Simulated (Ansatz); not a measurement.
# BBrFH4N: the cost of one run

Program: Ansatz 0.2.0. Level of theory: RKS PBE0-D4/def2-SVP. These are calculated values, not measurements.

### 1 The structure to begin with

Bond lengths: N2–H3 1.060 Å, N2–H4 1.060 Å, B1–F5 1.320 Å, B1–H6 1.190 Å, B1–Br7 2.340 Å, N2–H8 1.146 Å, Br7–H8 1.520 Å. Angles: H3–N2–H4 120.0°, H3–N2–H8 100.6°, H4–N2–H8 84.0°, F5–B1–H6 120.0°, F5–B1–Br7 105.4°, H6–B1–Br7 92.8°, B1–Br7–H8 63.2°, N2–H8–Br7 139.8°.

Structure file:

```xyz
8

B     0.0000    0.0000    0.0000
N     0.0000    0.0000    1.9000
H    -0.8770   -0.2713    2.4300
H     0.8770    0.2713    2.4300
F     1.1431    0.0000   -0.6600
H    -1.0305    0.0000   -0.5950
Br   -0.2927    2.2013    0.7379
H    -0.1505    1.1322    1.8085
```

### 2 Pulling towards end A

Springs on the bonds that form and break draw the guess towards this end; the thresholds are loose.

The input, input.yaml:

```yaml
crystal:
  periodic: [false, false, false]
  atoms:
    - { symbol: B, position_ang: [0.0, 0.0, 0.0] }
    - { symbol: "N", position_ang: [0.0, 0.0, 1.9] }
    - { symbol: H, position_ang: [-0.877, -0.2713, 2.43] }
    - { symbol: H, position_ang: [0.877, 0.2713, 2.43] }
    - { symbol: F, position_ang: [1.1431, 0.0, -0.66] }
    - { symbol: H, position_ang: [-1.0305, 0.0, -0.595] }
    - { symbol: Br, position_ang: [-0.2927, 2.2013, 0.7379] }
    - { symbol: H, position_ang: [-0.1505, 1.1322, 1.8085] }
basis:
  gaussian: { orbitals: def2-SVP }
hamiltonian:
  xc: pbe0
  dispersion: d4
relax:
  f_tol: 0.15
  max_steps: 25
  restrain:
    - { distance: [0, 6], at: 3.24, k: 30.0 }
    - { distance: [7, 1], at: 2.26, k: 30.0 }
    - { distance: [0, 1], at: 1.55, k: 30.0 }
    - { distance: [7, 6], at: 1.55, k: 30.0 }
output:
  orbitals: {}
```

Started as:

```bash
$ ansatz run input.yaml --threads 2 --pin off --max-ram 3072MiB --backend cpu --events-out ev --progress --plain --runs-dir out
```

What time and memory should one allow on 2 threads of Arm Neoverse V1, shared host?

About 24 s, with a peak of 0.2 GiB.
